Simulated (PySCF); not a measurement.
# SnMe3(nBu): geometry, NMR shifts and electronic excitations

Wanted: the NMR shifts and electronic excitations of SnMe3(nBu) (`CCC[CH2][Sn]([CH3])([CH3])[CH3]`), by calculation.

Programs: PySCF 2.14.0, with density-fitted response routines of our own. Each step states its level of theory. These are calculated values for one molecule in the gas phase, unless marked as measured. Atoms are numbered from 0 throughout.

## Step 1: Starting geometry

26 atoms, charge 0, multiplicity 1; geometry from: GFN2-xTB. The atoms were then displaced at random by about 0.03 Å, so the start is not that level's minimum.

Bonds of the start (Å): Sn0–C1 2.18, Sn0–C5 2.14, Sn0–C9 2.28, Sn0–C13 2.20, C1–H2 1.12, C1–H3 1.16, C1–H4 1.08, C5–H6 1.10, C5–H7 1.10, C5–H8 1.10, C9–H10 1.09, C9–H11 1.10, C9–H12 1.14, C13–C14 1.54, C13–H17 1.09, C13–H18 1.04, C14–C15 1.45, C14–H19 1.16, C14–H20 1.07, C15–C16 1.51, C15–H21 1.16, C15–H22 1.07, C16–H23 1.12, C16–H24 1.10, C16–H25 1.11.

## Step 2: Geometry optimisation at PBE0-D3(BJ)/def2-SVP

The job: settings as JSON, then the geometry in Å.

```
{"job": {"xc": "PBE0", "basis": "def2-SVP", "d3": "d3bj", "grid": 1, "maxiter": 40, "shake": 0.03, "kind": "geom"}, "charge": 0, "multiplicity": 1}
Sn     0.813030     0.936010     0.962560
C      0.705970     0.952610     3.142930
H     -0.356950     0.966520     3.491520
H      1.337310     1.838530     3.538280
H      1.206750     0.053950     3.486290
C      2.824980     1.073180     0.244590
H      3.429290     1.792120     0.809540
H      2.927960     1.331150    -0.816320
H      3.300520     0.107050     0.449220
C     -0.270960     2.827660     0.283030
H     -0.244390     2.896100    -0.801560
H      0.229700     3.716340     0.693810
H     -1.388850     2.859710     0.526450
C     -0.322030    -0.775460     0.183840
C     -0.292640    -0.898160    -1.351150
C     -0.906570    -2.122630    -1.841730
C     -2.398460    -2.217460    -1.611090
H      0.197510    -1.643520     0.592560
H     -1.296700    -0.802940     0.552300
H     -0.902210     0.003030    -1.751820
H      0.696710    -0.806990    -1.752470
H     -0.705490    -2.294910    -2.967810
H     -0.383530    -2.978580    -1.455920
H     -2.827130    -3.146540    -2.067030
H     -2.568900    -2.308130    -0.528410
H     -2.946320    -1.352690    -2.041630
```

The run is started by

```console
OMP_NUM_THREADS=1 python probes_run.py task.json out
```

This one command runs all jobs of the session in turn.

**Question.** This job is followed by: GIAO PBE0/pcSseg-1 Sn:def2-TZVP NMR shielding, non-relativistic, gas phase; TDDFT B3LYP/def2-SVPD, vertical, gas phase, core orbitals frozen in the response; GIAO wB97X-D/pcSseg-1 Sn:def2-TZVP NMR shielding, non-relativistic, gas phase. Predict these results of the whole session: point group; rotational constants (main isotopes); 13C shifts against TMS (PBE0/def2-TZVP+pcSseg-1, means over atoms taken as alike); 1H shifts against TMS (PBE0/def2-TZVP+pcSseg-1, means over atoms taken as alike); surface potential, 1st and 99th percentile; lowest singlet (B3LYP/def2-SVPD); brightest single state of those computed; lowest triplet; range of the shift of C13.

The runs gave:

| quantity | value |
| --- | --- |
| point group | C1 |
| rotational constants (main isotopes) | 2.09, 0.58, 0.56 GHz |
| 13C shifts against TMS (PBE0/def2-TZVP+pcSseg-1, means over atoms taken as alike) | 29.2, 28.6, 13.3, 12.0, -9.1 ppm |
| 1H shifts against TMS (PBE0/def2-TZVP+pcSseg-1, means over atoms taken as alike) | 1.36, 1.31, 0.94, 0.53, -0.01 ppm |
| surface potential, 1st and 99th percentile | -0.33 V and 0.68 V |
| lowest singlet (B3LYP/def2-SVPD) | 6.16 eV (201 nm), f = 0.058 |
| brightest single state of those computed | state 3, 6.60 eV, f = 0.076 |
| lowest triplet | 5.96 eV |
| range of the shift of C13 | 10.4 to 12.0 ppm |

The start was shaken at random, so part of the energy gained undoes that. Over 7 steps the energy fell by 0.699 eV; of the close pairs, Sn0–C9 changed most, 2.284 to 2.158 Å. The first singlet state (HOMO→LUMO 0.99) lies at 6.16 eV and is bright; of the 10 states computed, the strongest absorption comes from states 2 to 3 together at 6.60 eV. The lowest triplet lies 0.20 eV below the lowest singlet (triplets in Tamm-Dancoff, singlets in full TDDFT). Spin-orbit coupling, left out, mixes singlets and triplets in elements this heavy. Across the 2 runs the shift of C13 moves most, between 10.4 (wB97X-D/def2-TZVP+pcSseg-1) and 12.0 ppm (PBE0/def2-TZVP+pcSseg-1). Spin-orbit coupling is left out, which matters for shieldings and couplings at and beside the heavy atoms.
